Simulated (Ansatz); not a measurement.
# MgSn2N2: the cost of one run

Method: DFT PBE, scalar-relativistic, plane waves, PAW, in Ansatz 0.2.0.

### Step 1. The starting structure

It takes space group P-4m2 (No. 115, tetragonal). The conventional cell has a = 3.361 Å, b = 3.361 Å, c = 8.188 Å, α = 90.00°, β = 90.00°, γ = 90.00°. Around Mg (site symmetry -4m2) lie 4 N at 2.09 Å. Sn (site symmetry 2mm) is surrounded by 2 N at 2.11 Å. N (site symmetry 2mm) is surrounded by 2 Mg at 2.09 Å and 2 Sn at 2.11 Å.

As a file:

```
CELL_PARAMETERS angstrom
3.36055 0.00000 0.00000
0.00000 3.36055 0.00000
0.00000 0.00000 8.18839
ATOMIC_POSITIONS crystal
Mg 0.50000 0.50000 0.00000
Sn 0.00000 0.00000 0.69214
Sn 0.00000 0.00000 0.30786
N 0.00000 0.50000 0.15270
N 0.50000 0.00000 0.84730
```

The start is a polymorph listed in a database, not an invented cell.

### Step 2. A first look at the guess

input.yaml reads:

```yaml
crystal:
  lattice:
    - [3.36054897, 0.0, 0.0]
    - [0.0, 3.36054897, 0.0]
    - [0.0, 0.0, 8.18839359]
  atoms:
    - { symbol: Mg, position: [0.5, 0.5, 0.0] }
    - { symbol: Sn, position: [0.0, 0.0, 0.692137] }
    - { symbol: Sn, position: [0.0, 0.0, 0.307863] }
    - { symbol: "N", position: [0.0, 0.5, 0.152698] }
    - { symbol: "N", position: [0.5, 0.0, 0.847302] }
basis:
  ecutwfc: 420
kpoints:
  mp_grid: { grid: [6, 6, 2] }
hamiltonian:
  xc: pbe
scf:
  occupations: { method: gaussian, width: 0.1 }
  lower_state_search: "off"
output:
  forces: true
  stress: true
  eigenvalues: true
```

Command:

```console
ansatz run input.yaml --threads 1 --pin off --max-ram 2560MiB --backend cpu --events-out ev --progress --plain --runs-dir out
```

Q: Estimate wall time and peak memory on 1 thread of Intel Xeon at 2.70GHz, shared host.

About 5.8 s, with a peak of 0.35 GiB.
